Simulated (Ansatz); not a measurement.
## BFH4NP, SMILES NB(F)P: a ladder of methods at one geometry, step by step

With Ansatz 0.2.0 through its Python package.

Contents of `bfh4np.xyz`:
```text
8

N    -1.32180   -0.52400   -0.18020
B    -0.37600    0.66480   -0.10210
F    -0.79440    1.94920   -0.61290
P     1.37490    0.47480    0.69310
H    -1.45240   -0.87840    0.79370
H    -0.83250   -1.27310   -0.71930
H     1.33780   -0.97750    0.70990
H     2.06440    0.56420   -0.58220
```

Notebook, run cell by cell (the value of a cell's last expression is shown):

**Cell 1**
```python
from pathlib import Path

import ansatz as az
import numpy as np
```

**Cell 2**
```python
system = az.Crystal.molecule_from_extxyz('bfh4np.xyz')
```

**Cell 3**
```python
calculation = system.calculation().basis(gaussian='cc-pVDZ')
```

**Cell 4**
```python
print('functional    E (Ha)        dipole (D)   HOMO (eV)  LUMO (eV)')
for name in ['b3lyp', 'lda', 'blyp', 'pbe0']:
    report = calculation.functional(name).forces().orbitals().run(threads=1, runs_dir='runs').report
    lines = Path(report['orbitals_path']).read_text().splitlines()
    field_of = lambda key: [line.split('=')[1].strip() for line in lines if line.startswith(key)]
    orbitals = [(27.211386 * float(e), s, float(n)) for e, s, n in zip(field_of('Ene='), field_of('Spin='), field_of('Occup='))]
    homo = max(e for e, _, n in orbitals if n > 0.5)
    lumo = min(e for e, _, n in orbitals if n < 0.5)
    dipole = 4.803205 * np.linalg.norm(report['charge_distribution']['dipole_moment_e_ang'])
    print(f'{name:10s} {report["free_energy_ev"] / 27.211386246:14.6f} {dipole:9.3f} {homo:11.3f} {lumo:10.3f}')
```
Output:
```text
functional    E (Ha)        dipole (D)   HOMO (eV)  LUMO (eV)
b3lyp         -523.289552     2.589      -6.736     -1.232
lda           -520.607614     2.632      -5.694     -2.205
blyp          -523.216402     2.414      -5.429     -1.820
pbe0          -522.943717     2.678      -7.013     -1.057
```

Total energies depend on the basis set; only differences at equal settings carry meaning. The geometry is a force-field or estimated start, not a minimum of this method, and the basis set is short of its limit. A lower total doesn't mark the better method: functionals have no common bound, and MP2 and coupled cluster aren't variational. b3lyp holds the VWN-RPA fit, as in Gaussian; the form of ORCA and Turbomole is b3lyp5. Levels such as HOMO and LUMO are orbital energies: with these approximate functionals they aren't the ionisation energy and electron affinity, and their gap isn't the fundamental gap. For Al to Cl the sets with a tight d function, cc-pV(X+d)Z, are usual. It ran for 9.4 s on 1 thread of Arm Neoverse V1 (shared host), peak memory 0.21 GiB.

(Lines on the test bed's own set-up are left out of the output.)
